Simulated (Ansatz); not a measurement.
# YSi2Ir2: the cost of one run

Program: Ansatz 0.2.0. Level of theory: DFT PBEsol, scalar-relativistic, plane waves, PAW. These are calculated values, not measurements.

## 1. The system as given

The structure is tetragonal, space group I4/mmm (No. 139). Conventional cell: a = 4.050 Å, b = 4.050 Å, c = 9.905 Å, α = 90.00°, β = 90.00°, γ = 90.00°. Y (site symmetry 4/mmm) has 8 Si at 3.12 Å and 8 Ir at 3.20 Å as nearest neighbours. Around Si (site symmetry 4mm) lie 4 Ir at 2.37 Å and 1 Si at 2.48 Å and 4 Y at 3.12 Å. Ir (site symmetry -4m2) has 4 Si at 2.37 Å as nearest neighbours.

Coordinates:

```
Y Si Ir
1.0
     8.10000    0.00000    0.00000
     0.00000    8.10000    0.00000
     0.00000    0.00000    9.90500
Y Si Ir
8 16 16
Direct
  0.00000 0.00000 0.00000
  0.25000 0.25000 0.50000
  0.00000 0.50000 0.00000
  0.25000 0.75000 0.50000
  0.50000 0.00000 0.00000
  0.75000 0.25000 0.50000
  0.50000 0.50000 0.00000
  0.75000 0.75000 0.50000
  0.00000 0.00000 0.37500
  0.25000 0.25000 0.12500
  0.25000 0.25000 0.87500
  0.00000 0.00000 0.62500
  0.00000 0.50000 0.37500
  0.25000 0.75000 0.12500
  0.25000 0.75000 0.87500
  0.00000 0.50000 0.62500
  0.50000 0.00000 0.37500
  0.75000 0.25000 0.12500
  0.75000 0.25000 0.87500
  0.50000 0.00000 0.62500
  0.50000 0.50000 0.37500
  0.75000 0.75000 0.12500
  0.75000 0.75000 0.87500
  0.50000 0.50000 0.62500
  0.00000 0.25000 0.25000
  0.25000 0.00000 0.25000
  0.25000 0.00000 0.75000
  0.00000 0.25000 0.75000
  0.00000 0.75000 0.25000
  0.25000 0.50000 0.25000
  0.25000 0.50000 0.75000
  0.00000 0.75000 0.75000
  0.50000 0.25000 0.25000
  0.75000 0.00000 0.25000
  0.75000 0.00000 0.75000
  0.50000 0.25000 0.75000
  0.50000 0.75000 0.25000
  0.75000 0.50000 0.25000
  0.75000 0.50000 0.75000
  0.50000 0.75000 0.75000
```

## 2. Relaxing cell and atoms: YSi2Ir2, no spin

Contents of input.yaml:

```yaml
crystal:
  lattice:
    - [8.1, 0.0, 0.0]
    - [0.0, 8.1, 0.0]
    - [0.0, 0.0, 9.905]
  atoms:
    - { symbol: "Y", position: [0.0, 0.0, 0.0] }
    - { symbol: Si, position: [0.0, 0.0, 0.375] }
    - { symbol: Si, position: [0.25, 0.25, 0.125] }
    - { symbol: Ir, position: [0.0, 0.25, 0.25] }
    - { symbol: Ir, position: [0.25, 0.0, 0.25] }
    - { symbol: "Y", position: [0.25, 0.25, 0.5] }
    - { symbol: Si, position: [0.25, 0.25, 0.875] }
    - { symbol: Si, position: [0.0, 0.0, 0.625] }
    - { symbol: Ir, position: [0.25, 0.0, 0.75] }
    - { symbol: Ir, position: [0.0, 0.25, 0.75] }
    - { symbol: "Y", position: [0.0, 0.5, 0.0] }
    - { symbol: Si, position: [0.0, 0.5, 0.375] }
    - { symbol: Si, position: [0.25, 0.75, 0.125] }
    - { symbol: Ir, position: [0.0, 0.75, 0.25] }
    - { symbol: Ir, position: [0.25, 0.5, 0.25] }
    - { symbol: "Y", position: [0.25, 0.75, 0.5] }
    - { symbol: Si, position: [0.25, 0.75, 0.875] }
    - { symbol: Si, position: [0.0, 0.5, 0.625] }
    - { symbol: Ir, position: [0.25, 0.5, 0.75] }
    - { symbol: Ir, position: [0.0, 0.75, 0.75] }
    - { symbol: "Y", position: [0.5, 0.0, 0.0] }
    - { symbol: Si, position: [0.5, 0.0, 0.375] }
    - { symbol: Si, position: [0.75, 0.25, 0.125] }
    - { symbol: Ir, position: [0.5, 0.25, 0.25] }
    - { symbol: Ir, position: [0.75, 0.0, 0.25] }
    - { symbol: "Y", position: [0.75, 0.25, 0.5] }
    - { symbol: Si, position: [0.75, 0.25, 0.875] }
    - { symbol: Si, position: [0.5, 0.0, 0.625] }
    - { symbol: Ir, position: [0.75, 0.0, 0.75] }
    - { symbol: Ir, position: [0.5, 0.25, 0.75] }
    - { symbol: "Y", position: [0.5, 0.5, 0.0] }
    - { symbol: Si, position: [0.5, 0.5, 0.375] }
    - { symbol: Si, position: [0.75, 0.75, 0.125] }
    - { symbol: Ir, position: [0.5, 0.75, 0.25] }
    - { symbol: Ir, position: [0.75, 0.5, 0.25] }
    - { symbol: "Y", position: [0.75, 0.75, 0.5] }
    - { symbol: Si, position: [0.75, 0.75, 0.875] }
    - { symbol: Si, position: [0.5, 0.5, 0.625] }
    - { symbol: Ir, position: [0.75, 0.5, 0.75] }
    - { symbol: Ir, position: [0.5, 0.75, 0.75] }
scf:
  occupations: { method: gaussian, width: 0.05 }
output:
  forces: true
  stress: true
  eigenvalues: true
  write_density: true
  write_potential: true
  elf: true
  volumetric_format: npy
hamiltonian:
  xc: pbesol
relax:
  f_tol: 0.01
  max_steps: 60
  cell: { stress_tol: 0.05 }
kpoints:
  mp_grid: { grid: [5, 5, 4] }
```

The run is started by

```
ansatz run input.yaml --threads 8 --pin off --max-ram 16384MiB --backend cpu --events-out ev --progress --plain --runs-dir out
```

**Question.** How long does this run take on 8 threads of Intel Xeon 6975P-C (Granite Rapids), shared host, and how much memory does it need?

About 1.9 min, with a peak of 7 GiB.
